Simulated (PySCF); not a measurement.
# GeHCl₃: electronic structure in real space

Aim: take GeHCl₃ and analyse its density (charges, bond critical points, surface potential), see where an electron leaves and enters and measure its response to a uniform field.

Program: PySCF 2.14.0. Level of theory: levels as typed in each script, gas phase, geometry from GFN2-xTB. These are calculated values, not measurements.

### Step 1. The system as given

SMILES `Cl[GeH](Cl)Cl`, 5 atoms, charge 0, spin multiplicity 1.

Bond lengths: Cl1–Ge2 2.111 Å, Ge2–Cl3 2.111 Å, Ge2–Cl4 2.111 Å, Ge2–H5 1.523 Å. Angles: Cl1–Ge2–Cl3 109.1°, Cl1–Ge2–Cl4 109.1°, Cl1–Ge2–H5 109.9°, Cl3–Ge2–Cl4 109.1°, Cl3–Ge2–H5 109.9°, Cl4–Ge2–H5 109.9°.

As a file:

```mol
Cl3GeH
  3D, bonds by distance, orders not assigned

  5  4  0  0  0  0  0  0  0  0999 V2000
   -1.5363   -1.2569    0.3001 Cl  0  0
   -0.0001    0.0001   -0.4178 Ge  0  0
   -0.3203    1.9588    0.3002 Cl  0  0
    1.8566   -0.7021    0.3002 Cl  0  0
    0.0008    0.0003   -1.9411 H   0  0
  1  2  8  0
  2  3  8  0
  2  4  8  0
  2  5  8  0
M  END
```

### Step 2. Density, bond paths and surface potential (PBE0/def2-tzvp)

The input, input.py:

```python
import numpy as np
from pyscf import gto, scf, dft
from pyscf.scf import atom_ks, atom_hf
from scipy.linalg import block_diag

def solve(mol, dm0=None, hcore=None):
    mf = (dft.UKS if mol.spin else dft.RKS)(mol, xc='pbe0')
    mf.grids.level = 3
    mf = mf.density_fit(auxbasis='def2-universal-jkfit')
    mf.conv_tol, mf.max_cycle = 1e-8, 80
    if hcore is not None:
        mf.get_hcore = lambda *args: hcore
    mf.kernel(dm0)
    if not mf.converged:
        mf = mf.newton().run(mf.mo_coeff, mf.mo_occ, max_cycle=30)
    assert mf.converged, 'SCF not converged'
    return mf

mol = gto.M(atom='''
Cl    -1.53627    -1.25687     0.30015
Ge    -0.00008     0.00006    -0.41775
Cl    -0.32026     1.95885     0.30021
Cl     1.85664    -0.70210     0.30016
H      0.00080     0.00029    -1.94109
''', basis='def2-tzvp', charge=0, spin=0, verbose=4)
mf = solve(mol)
mf.analyze()
# spherically averaged free atoms, for the promolecule
atm = atom_ks.get_atm_nrks(mol, xc='pbe0')
pro = block_diag(*[(atm[a[0]][2] * atm[a[0]][3]) @ atm[a[0]][2].T for a in mol._atom])
np.savez('result.npz', e=mf.e_tot, c=mf.mo_coeff, occ=mf.mo_occ, eps=mf.mo_energy, pro=pro, dip=mf.dip_moment(verbose=0), s2=mf.spin_square()[0])
```

Launch:

```console
OMP_NUM_THREADS=1 python input.py
```

### Step 4. Removing and adding an electron (PBE0/def2-tzvp)

input.py: that of step 2 with these lines changed.

```diff
@@ -26,3 +26,12 @@
 mf = solve(mol)
-mf.analyze()
+out = dict(e0=mf.e_tot, dm0=mf.make_rdm1(), c=mf.mo_coeff, occ=mf.mo_occ, eps=mf.mo_energy)
+for name, dq, spin in [('cation', 1, 1)]:
+    ion = mol.copy().set(charge=mol.charge + dq, spin=spin).build()
+    mi = solve(ion)
+    if spin and dq > 0 and mol.nao < 130:
+        c, _, stable, _ = mi.stability(return_status=True)
+        if not stable:
+            mi = solve(ion, mi.make_rdm1(c, mi.mo_occ))
+    print(name, 'vertical energy change / eV', (mi.e_tot - mf.e_tot) * 27.211386)
+    out.update({'e_' + name: mi.e_tot, 'dm_' + name: mi.make_rdm1(), 's2_' + name: mi.spin_square()[0], 'eps_' + name: mi.mo_energy, 'occ_' + name: mi.mo_occ})
 # spherically averaged free atoms, for the promolecule
@@ -30,2 +39,2 @@
 pro = block_diag(*[(atm[a[0]][2] * atm[a[0]][3]) @ atm[a[0]][2].T for a in mol._atom])
-np.savez('result.npz', e=mf.e_tot, c=mf.mo_coeff, occ=mf.mo_occ, eps=mf.mo_energy, pro=pro, dip=mf.dip_moment(verbose=0), s2=mf.spin_square()[0])
+np.savez('result.npz', pro=pro, **out)
```

### Step 6. Response to an electric field (PBE0/def2-tzvp)

The input, input.py:

```python
import numpy as np
from pyscf import gto, scf, dft
from pyscf.scf import atom_ks, atom_hf
from scipy.linalg import block_diag

def solve(mol, dm0=None, hcore=None):
    mf = (dft.UKS if mol.spin else dft.RKS)(mol, xc='pbe0')
    mf.grids.level = 3
    mf = mf.density_fit(auxbasis='def2-universal-jkfit')
    mf.conv_tol, mf.max_cycle = 1e-8, 80
    if hcore is not None:
        mf.get_hcore = lambda *args: hcore
    mf.kernel(dm0)
    if not mf.converged:
        mf = mf.newton().run(mf.mo_coeff, mf.mo_occ, max_cycle=30)
    assert mf.converged, 'SCF not converged'
    return mf

mol = gto.M(atom='''
Cl    -1.53627    -1.25687     0.30015
Ge    -0.00008     0.00006    -0.41775
Cl    -0.32026     1.95885     0.30021
Cl     1.85664    -0.70210     0.30016
H      0.00080     0.00029    -1.94109
''', basis='def2-tzvp', charge=0, spin=0, verbose=4)
field = np.array([0.004, 0.0, 0.0])  # atomic units
mol.set_common_orig(mol.atom_charges() @ mol.atom_coords() / mol.atom_charges().sum())
mf = solve(mol)
out = dict(dm0=mf.make_rdm1(), d0=mf.dip_moment(unit='AU'), e0=mf.e_tot)
for name, sign in (('p', 1), ('m', -1)):
    h = mf.get_hcore() + sign * np.einsum('x,xij->ij', field, mol.intor('int1e_r'))
    mi = solve(mol, mf.make_rdm1(), h)
    out.update({'dm' + name: mi.make_rdm1(), 'd' + name: mi.dip_moment(unit='AU'), 'e' + name: mi.e_tot})
# spherically averaged free atoms, for the promolecule
atm = atom_ks.get_atm_nrks(mol, xc='pbe0')
pro = block_diag(*[(atm[a[0]][2] * atm[a[0]][3]) @ atm[a[0]][2].T for a in mol._atom])
np.savez('result.npz', pro=pro, **out)
```

(Steps that only read results are left out.)

**Question.** What will these runs give? Wanted: dipole moment; HOMO, LUMO; vertical ionisation energy; polarisability along the field.

As calculated:

| quantity | value |
| --- | --- |
| dipole moment (PBE0/def2-tzvp) | 1.31 D |
| HOMO, LUMO (PBE0/def2-tzvp) | -9.41, -1.27 eV |
| vertical ionisation energy (PBE0/def2-tzvp) | 11.54 eV |
| polarisability along the field (PBE0/def2-tzvp) | 67.2 bohr³ |

**Reading.** At PBE0/def2-tzvp: The highest Hirshfeld charge is on Ge2 (+0.39 e), the lowest on Cl1, Cl3 and Cl4 (−0.12 e). The ionisation energy from two SCF runs, 11.54 eV, lies 2.1 eV above −ε(HOMO) = 9.41 eV of the same level, PBE0/def2-tzvp, since self-interaction lifts this functional's HOMO. All values hold at the given geometry, in the gas phase.
